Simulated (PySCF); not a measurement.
# The bond of AuO, level by level

An exercise on one series of results from a longer session: the logs are not shown, and one member is left open.

The runs use PySCF 2.14.0; Au def2-TZVPP with ECP60, O def2-TZVPP, scalar-relativistic core potentials.

Set-up of the first run:

A driver script around PySCF takes these settings:

- atoms: Au, O
- charge: 0
- basis: Au def2-TZVPP with ECP60, O def2-TZVPP
- Hamiltonian: scalar-relativistic core potentials
- basis functions: 87
- electrons treated: 27
- masses in u: 196.9666, 15.9949
- levels: PBE0, PBE, r²SCAN, LDA, B3LYP, r²SCAN0, TPSS, ωB97M-V, HF, MP2, SCS-MP2
- grid: 80 radial by 434 angular points
- occupations: held fixed by the projection of orbital angular momentum
- dissociation limit: Au + O, each in its ground configuration
- starting distance in angstrom: 1.825
- values of 2S to try: 1, 3, 5

The run is started by

```sh
OMP_NUM_THREADS=1 python dia.py task.json out
```

Steps of the session up to this table: The job; First curve: PBE0; Other states along the same grid; PBE (GGA); r²SCAN (meta-GGA); LDA; B3LYP; r²SCAN0; TPSS; ωB97M-V (range-separated hybrid); ROHF (mean field).

One table of the session follows, with a row left open; its other results are not shown here.

```
       level  Re (Å)  ωe (cm⁻¹)  De (eV)  μ (D)
        ROHF   1.982        547   -0.106  -5.10
    ROHF-MP2   1.869        611     1.81    n/a
ROHF-SCS-MP2   1.891        592     1.72    n/a
         LDA   1.817        701     3.60  -3.02
         PBE   1.865        619     2.71  -3.05
        TPSS   1.873        613     2.48  -3.13
      r²SCAN   1.863        622     2.48  -3.14
       B3LYP       ?          ?        ?      ?
        PBE0   1.884        581     2.02  -3.43
     r²SCAN0   1.883        592     1.89  -3.47
     ωB97M-V   1.909        554     1.99  -3.87
```

**Question.** Estimate the row for B3LYP.

The run gave: Re (Å): 1.897; ωe (cm⁻¹): 567; De (eV): 2.07; μ (D): -3.35. In the column «Re (Å)» it lies between ROHF-SCS-MP2 (1.891) and ωB97M-V (1.909).

De is counted to Au + O in their ground configurations.
